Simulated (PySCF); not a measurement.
**One shape, several levels: BSiH5OF− (SMILES [BH3-]O[SiH2]F)**

Aim: a comparison of 4 runs (HF/aug-cc-pVDZ, B3LYP/6-31G*, M06-2X/6-31+G*, TPSS/cc-pVTZ) of BSiH5OF−. The job is set up through a Python script.

The calculation is run with PySCF 2.14.0.

1 further run of the same task is left out (set aside as unsound or not needed).

## Step 1: Starting point

BSiH5OF− has 9 atoms, charge -1, and is taken as a singlet. SMILES: `[BH3-]O[SiH2]F`. Geometry: relaxed at GFN2-xTB. This is one conformer, not always the lowest.

Bond lengths: B1–O2 1.514 Å, O2–Si3 1.549 Å, Si3–F4 1.638 Å, B1–H5 1.216 Å, B1–H6 1.216 Å, B1–H7 1.210 Å, Si3–H8 1.475 Å, Si3–H9 1.475 Å. Some angles: B1–O2–Si3 136.4°, O2–Si3–F4 107.1°, O2–B1–H5 108.7°, O2–B1–H6 108.7°, O2–B1–H7 107.4°, O2–Si3–H8 117.9°, O2–Si3–H9 118.0°, F4–Si3–H8 101.4°, F4–Si3–H9 101.4°, H5–B1–H6 110.0°.

## Step 2: Energy and forces at HF/aug-cc-pVDZ (run 1)

calc.py

```python
# [BH3-]O[SiH2]F
import pyscf.grad
from pyscf import gto

mol = gto.Mole()
mol.atom = '''
B     -0.054216     2.861990     0.142958
O      0.422845     0.177086     1.007867
Si     0.055445    -2.505153    -0.104899
F      1.055091    -4.518241     2.022555
H      1.182515     3.255072    -1.753779
H     -2.293334     3.102458    -0.316057
H      0.587932     4.251298     1.842559
H     -2.550148    -3.397860    -0.527952
H      1.593871    -3.226632    -2.313270
'''
mol.verbose = 4
mol.charge = -1
mol.basis = 'aug-cc-pvdz'
mol.spin = 0
mol.max_memory = 1860
mol.unit = 'bohr'
mol.build()

mf = mol.RHF()
mf.conv_tol = 1e-10
mf.kernel()
if not mf.converged:
    mf = mf.newton().run(mf.mo_coeff, mf.mo_occ)

e_tot = mf.e_tot
print('E(%s) = %.9f' % ('HF', e_tot))
grad = mf.Gradients().kernel()
dip = mf.dip_moment()
pop, q = mf.mulliken_pop()
```

On the command line:

```console
$ OMP_NUM_THREADS=1 python calc.py
```

The log of the run:

```text
PySCF version 2.14.0

[... 65 lines left out ...]
converged SCF energy = -490.979102116781
[... 13 lines left out ...]
WARN: System has nonzero charge -1; the dipole moment is origin-dependent.
[... 2 lines left out ...]
Dipole moment(X, Y, Z, Debye): -0.67346, -2.78036, -1.82581
[... 112 lines left out ...]
pop of  5 H 3px           0.04292
pop of  5 H 3py           0.00681
pop of  5 H 3pz           0.00371
pop of  6 H 1s            0.77845
pop of  6 H 2s           -0.11849
pop of  6 H 3s            0.04521
pop of  6 H 2px           0.00253
pop of  6 H 2py           0.00346
pop of  6 H 2pz           0.00602
pop of  6 H 3px           0.00669
pop of  6 H 3py           0.04694
pop of  6 H 3pz           0.01605
pop of  7 H 1s            0.75890
pop of  7 H 2s            0.20665
pop of  7 H 3s            0.01928
pop of  7 H 2px           0.00911
pop of  7 H 2py           0.00149
pop of  7 H 2pz           0.00056
pop of  7 H 3px           0.03040
pop of  7 H 3py           0.00854
pop of  7 H 3pz           0.00589
pop of  8 H 1s            0.75890
pop of  8 H 2s            0.20722
pop of  8 H 3s            0.01940
pop of  8 H 2px           0.00370
pop of  8 H 2py           0.00112
pop of  8 H 2pz           0.00634
pop of  8 H 3px           0.00161
pop of  8 H 3py           0.00735
pop of  8 H 3pz           0.03572
 ** Mulliken atomic charges  **
charge of    0B =     -0.75269
charge of    1O =     -1.55649
charge of    2Si =      1.66178
charge of    3F =     -0.83343
charge of    4H =      0.17548
charge of    5H =      0.17438
charge of    6H =      0.21315
charge of    7H =     -0.04081
charge of    8H =     -0.04137
```

It took 41 s on 1 thread of Intel Xeon at 2.70GHz, shared host; peak memory 0.5 GiB.

## Step 3: Energy and gradient at B3LYP/6-31G(d) (Cartesian functions) (run 2)

job.py

```python
import pyscf.grad
from pyscf import gto, dft

molecule = gto.M(
    atom='''
B     -0.054216     2.861990     0.142958
O      0.422845     0.177086     1.007867
Si     0.055445    -2.505153    -0.104899
F      1.055091    -4.518241     2.022555
H      1.182515     3.255072    -1.753779
H     -2.293334     3.102458    -0.316057
H      0.587932     4.251298     1.842559
H     -2.550148    -3.397860    -0.527952
H      1.593871    -3.226632    -2.313270
''',
    cart=True,
    charge=-1,
    max_memory=1860,
    verbose=3,
    basis='6-31g*',
    unit='bohr',
)

mf = dft.RKS(molecule)
mf.xc = 'b3lyp'
mf.conv_tol = 1e-10
mf.grids.level = 5
mf.kernel()
if not mf.converged:
    mf = mf.newton().run(mf.mo_coeff, mf.mo_occ)

etot = mf.e_tot
print(f'total energy: {etot:.8f} hartree')
grad = mf.Gradients().kernel()
mf.analyze()
```

On the command line:

```console
$ OMP_NUM_THREADS=1 python job.py
```

The log of the run:

```text
converged SCF energy = -492.566216532174
[... 13 lines left out ...]
MO #4   energy= -6.49602622094395  occ= 2
[... 6 lines left out ...]
MO #11  energy= -0.377434927935083 occ= 2
[... 6 lines left out ...]
MO #18  energy= -0.156405197681619 occ= 2
[... 6 lines left out ...]
MO #25  energy= 0.307048022443006  occ= 0
[... 6 lines left out ...]
MO #32  energy= 0.49336137397719   occ= 0
[... 6 lines left out ...]
MO #39  energy= 0.822288336740653  occ= 0
[... 6 lines left out ...]
MO #46  energy= 1.2480453524435    occ= 0
[... 6 lines left out ...]
MO #53  energy= 1.48044848662095   occ= 0
[... 6 lines left out ...]
MO #60  energy= 1.97721232395235   occ= 0
[... 6 lines left out ...]
MO #67  energy= 2.40823927220027   occ= 0
[... 6 lines left out ...]
MO #74  energy= 4.27407567496259   occ= 0
[... 11 lines left out ...]
WARN: System has nonzero charge -1; the dipole moment is origin-dependent.
Location of origin: [0. 0. 0.]

Dipole moment(X, Y, Z, Debye): -0.59439, -2.53919, -1.62125
```

Run time: 28 s. Hardware: 1 thread of Intel Xeon at 2.70GHz, shared host; peak memory 0.73 GiB.

Run 3 isn't shown in full; the table further down has it.

## Step 4: Energy and forces at TPSS/cc-pVTZ (run 4)

run.py

```python
import pyscf.grad
from pyscf import gto, dft

system = gto.M(
    atom='''
B       -0.028690       1.514500       0.075650
O        0.223760       0.093710       0.533340
Si       0.029340      -1.325670      -0.055510
F        0.558330      -2.390950       1.070290
H        0.625760       1.722510      -0.928060
H       -1.213580       1.641750      -0.167250
H        0.311120       2.249690       0.975040
H       -1.349480      -1.798070      -0.279380
H        0.843440      -1.707460      -1.224130
''',
    charge=-1,
    max_memory=1860,
    verbose=4,
    basis='cc-pvtz',
)

mf = dft.RKS(system, xc='tpss')
mf.conv_tol = 1e-10
mf.grids.level = 5
mf.kernel()
if not mf.converged:
    mf = mf.newton().run(mf.mo_coeff, mf.mo_occ)

e_final = mf.e_tot
print('E = %.10f Eh' % e_final)
grad = mf.Gradients().kernel()
mf.analyze()
```

On the command line:

```console
$ OMP_NUM_THREADS=1 python run.py
```

The log of the run:

```text
PySCF version 2.14.0

[... 111 lines left out ...]
MO #7   energy= -3.34055154045355  occ= 2
[... 16 lines left out ...]
MO #24  energy= 0.222117495347586  occ= 0
[... 16 lines left out ...]
MO #41  energy= 0.565400126350228  occ= 0
[... 16 lines left out ...]
MO #58  energy= 1.00281571389369   occ= 0
[... 16 lines left out ...]
MO #75  energy= 1.39836364401471   occ= 0
[... 16 lines left out ...]
MO #92  energy= 1.98617351557762   occ= 0
[... 16 lines left out ...]
MO #109 energy= 2.66873926927025   occ= 0
[... 16 lines left out ...]
MO #126 energy= 3.63835055107292   occ= 0
[... 16 lines left out ...]
MO #143 energy= 4.31761760976942   occ= 0
[... 16 lines left out ...]
MO #160 energy= 5.10406727608844   occ= 0
[... 16 lines left out ...]
MO #177 energy= 7.01428647779994   occ= 0
[... 16 lines left out ...]
MO #194 energy= 11.52219035735     occ= 0
[... 171 lines left out ...]
pop of  7 H 2px           0.00469
pop of  7 H 2py           0.00121
pop of  7 H 2pz           0.00046
pop of  7 H 3px           0.00013
pop of  7 H 3py           0.00015
pop of  7 H 3pz           0.00012
pop of  7 H 3dxy          0.00025
pop of  7 H 3dyz          0.00003
pop of  7 H 3dz^2         0.00016
pop of  7 H 3dxz          0.00009
pop of  7 H 3dx2-y2       0.00035
pop of  8 H 1s            1.18421
pop of  8 H 2s            0.00448
pop of  8 H 3s            0.00273
pop of  8 H 2px           0.00240
pop of  8 H 2py           0.00109
pop of  8 H 2pz           0.00287
pop of  8 H 3px           0.00007
pop of  8 H 3py           0.00015
pop of  8 H 3pz           0.00019
pop of  8 H 3dxy          0.00007
pop of  8 H 3dyz          0.00014
pop of  8 H 3dz^2         0.00017
pop of  8 H 3dxz          0.00041
pop of  8 H 3dx2-y2       0.00008
 ** Mulliken atomic charges  **
charge of    0B =     -0.28691
charge of    1O =     -0.66372
charge of    2Si =      1.13891
charge of    3F =     -0.53448
charge of    4H =     -0.08985
charge of    5H =     -0.09010
charge of    6H =     -0.07575
charge of    7H =     -0.19903
charge of    8H =     -0.19907

WARN: System has nonzero charge -1; the dipole moment is origin-dependent.
Location of origin: [0. 0. 0.]

Dipole moment(X, Y, Z, Debye): -0.49013, -2.59663, -1.38338
```

Run time: 3.4 min. Hardware: 1 thread of Intel Xeon at 2.70GHz, shared host; peak memory 2.9 GiB.

## Step 5: The series

```
run                                 level  Cartesian functions  integration grid  energy (Eh)  HOMO energy (eV)  LUMO energy (eV)  HOMO–LUMO gap (eV)  wall time
  1                        HF/aug-cc-pVDZ                   no                 –  -490.979102             -5.47              3.80                9.27       41 s
  2    B3LYP/6-31G* (Cartesian functions)                  yes                 5  -492.566217             -1.36              5.55                6.90       28 s
  3  M06-2X/6-31+G* (spherical functions)                   no                 5  -492.457825             -3.43              3.68                7.10       64 s
  4                          TPSS/cc-pVTZ                   no                 5  -492.720141             -0.85              4.65                5.50    3.4 min
```

## Step 6: Results

```
                                                    quantity          value
                                         run 4: total energy  -492.72014 Eh
                                          run 4: HOMO energy       -0.85 eV
                                          run 4: LUMO energy        4.65 eV
run 4: HOMO–LUMO gap (to an unbound level, set by the basis)        5.50 eV
                             run 4: largest force on an atom     1.438 eV/Å
```

**Reading.** The HOMO–LUMO gap runs from 5.50 eV (TPSS/cc-pVTZ) to 9.27 eV (HF/aug-cc-pVDZ). The two ends differ in method and basis. The empty levels of an anion lie above zero and hang on the basis. Totals of different functionals can't be ranked against each other. All runs together took 5.6 min, the longest 3.4 min.
